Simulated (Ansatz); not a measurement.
# r2SCAN0/def2-SVP run of CH3BF2S (methylthiodifluoroborane)

Aim: the energy change on altering one bond length of CH3BF2S (methylthiodifluoroborane) at r2SCAN0/def2-SVP, from 2 runs. 

The results are computed with Ansatz 0.2.0.

112 further runs of the same task are left out: 112 set aside as unsound or not needed. Runs told in other sessions of the task aren't counted.

### Step 1. The system as given

The species is CH3BF2S (8 atoms), meant as a singlet with charge 0. As SMILES, `CSB(F)F`. The shape is that of a PBE0-D4/def2-TZVP optimisation.

Bond lengths: C1–S2 1.812 Å, S2–B3 1.791 Å, B3–F4 1.320 Å, B3–F5 1.323 Å, C1–H6 1.088 Å, C1–H7 1.089 Å, C1–H8 1.088 Å. Angles: C1–S2–B3 101.2°, S2–B3–F4 119.6°, S2–B3–F5 122.5°, F4–B3–F5 117.9°, S2–C1–H6 110.8°, S2–C1–H7 106.5°, S2–C1–H8 110.8°, H6–C1–H7 109.3°, H6–C1–H8 110.0°, H7–C1–H8 109.3°.

### Step 2. The energy at r2SCAN0/def2-SVP

File run.yaml:

```yaml
basis:
  gaussian:
    orbitals: def2-SVP
crystal:
  periodic: [false, false, false]
  atoms:
    - {symbol: C, position_ang: [-0.803300, 0.136900, 0.921900]}
    - {symbol: S, position_ang: [0.719300, -0.779600, 0.569900]}
    - {symbol: B, position_ang: [1.068100, -0.245300, -1.103500]}
    - {symbol: F, position_ang: [2.133800, -0.711800, -1.727700]}
    - {symbol: F, position_ang: [0.295400, 0.609600, -1.753200]}
    - {symbol: H, position_ang: [-0.637500, 1.209000, 0.840300]}
    - {symbol: H, position_ang: [-1.080700, -0.107300, 1.946100]}
    - {symbol: H, position_ang: [-1.603000, -0.168600, 0.250500]}
hamiltonian:
  xc: {name: r2SCAN0}
accuracy: high
output: {orbitals: {seedname: orbitals}}
```

The run is started by

```console
ansatz run run.yaml --threads 1 --pin off --max-ram 2610MiB --events-out events.jsonl --progress --plain --runs-dir runs
```

Standard output:

```text
Warning: RAYON_NUM_THREADS=1 ignored (pool sized by the plan → 1); use --threads N
Functional definition: r2SCAN0
  name "r2SCAN0"
  parameter a = 0.25
  parameter k0 = 0.174
  parameter k1 = 0.065
  parameter a1 = 4.9479
  exchange = (1 - a)*r2scan_x(k0 = k0, k1 = k1, a1 = a1) + a*exact_x
  correlation = r2scan_c
2007 factors; integrals over basis functions are off by at most 7.5e-9 eV
mean field evaluation 1: about -18017.9938 eV, gradient 4.2e1 eV
mean field evaluation 2: about -18016.9463 eV, gradient 4.8e1 eV
mean field evaluation 4: about -18021.2363 eV, gradient 9.8e-1 eV
mean field evaluation 8: about -18021.4663 eV, gradient 1.8e-1 eV
mean field evaluation 16: about -18021.4664 eV, gradient 1.8e-5 eV
mean field -18021.46639641 eV, -662.2766746796 hartree, gradient 4.5e-8 eV, S^2 0.000000; 0 other end points of the search recorded, 0 dependent functions left out
reference -18021.46639696 eV, -662.2766746998 hartree; 24, 24 occupied and 65, 65 virtual orbitals, 2007 factors
Total energy: -18021.46639696 eV, -662.2766746998 hartree
```

Run time: 15 s. Hardware: 1 thread of Arm Neoverse V1, shared host; peak memory 0.35 GiB.

### Step 3. The distorted shape

File input.yaml:

```yaml
crystal:
  periodic: [false, false, false]
  atoms:
    - symbol: C
      position_ang: [-2.082164, 0.696711, 1.670954]
    - symbol: S
      position_ang: [-0.559564, -0.219789, 1.318954]
    - symbol: B
      position_ang: [-0.210764, 0.314511, -0.354446]
    - symbol: F
      position_ang: [2.133800, -0.711800, -1.727700]
    - symbol: F
      position_ang: [-0.983464, 1.169411, -1.004146]
    - symbol: H
      position_ang: [-1.916364, 1.768811, 1.589354]
    - symbol: H
      position_ang: [-2.359564, 0.452511, 2.695154]
    - symbol: H
      position_ang: [-2.881864, 0.391211, 0.999554]
basis:
  gaussian: {orbitals: def2-SVP}
hamiltonian: {xc: {name: r2SCAN0}}
accuracy: high
output: {orbitals: {seedname: orbitals}}
```

The run is started by

```console
ansatz run input.yaml --threads 1 --pin off --max-ram 2610MiB --events-out events.jsonl --progress --plain --runs-dir runs
```

Standard output:

```text
Warning: RAYON_NUM_THREADS=1 ignored (pool sized by the plan → 1); use --threads N
Functional definition: r2SCAN0
  name "r2SCAN0"
  parameter a = 0.25
  parameter k0 = 0.174
  parameter k1 = 0.065
  parameter a1 = 4.9479
  exchange = (1 - a)*r2scan_x(k0 = k0, k1 = k1, a1 = a1) + a*exact_x
  correlation = r2scan_c
1943 factors; integrals over basis functions are off by at most 5.9e-9 eV
mean field evaluation 1: about -18006.2130 eV, gradient 5.8e1 eV
mean field evaluation 2: about -17669.7548 eV, gradient 1.8e2 eV
mean field evaluation 4: about -18010.1185 eV, gradient 3.5e1 eV
mean field evaluation 8: about -18013.1707 eV, gradient 1.9e1 eV
mean field evaluation 16: about -18014.2808 eV, gradient 1.3e-2 eV
mean field evaluation 32: about -18014.2809 eV, gradient 1.1e-7 eV
mean field -18014.28085674 eV, -662.0126109672 hartree, gradient 8.0e-9 eV, S^2 0.000000; 0 other end points of the search recorded, 0 dependent functions left out
reference -18014.28085728 eV, -662.0126109869 hartree; 24, 24 occupied and 65, 65 virtual orbitals, 1943 factors
Total energy: -18014.28085728 eV, -662.0126109869 hartree
```

Wall time 16 s (1 thread of Arm Neoverse V1, shared host); peak memory 0.34 GiB.

### Step 4. What came out

At r2SCAN0/def2-SVP:

```
                                                         quantity          value
                                        first shape: total energy  -662.27667 Eh
                                         first shape: HOMO energy       -7.86 eV
                                         first shape: LUMO energy        0.77 eV
                                       first shape: HOMO–LUMO gap        8.63 eV
                                    distorted shape: total energy  -662.01261 Eh
                                     distorted shape: HOMO energy       -7.63 eV
                                     distorted shape: LUMO energy       -4.24 eV
                                   distorted shape: HOMO–LUMO gap        3.39 eV
energy change with the B3–F4 bond stretched from 1.320 to 2.905 Å       7.186 eV
```

With the B3–F4 bond stretched from 1.320 to 2.905 Å the energy rises by 7.19 eV (166 kcal/mol). The first shape isn't relaxed at this level, so the change isn't measured from a minimum. A restricted reference can't describe the breaking bond well at this length.
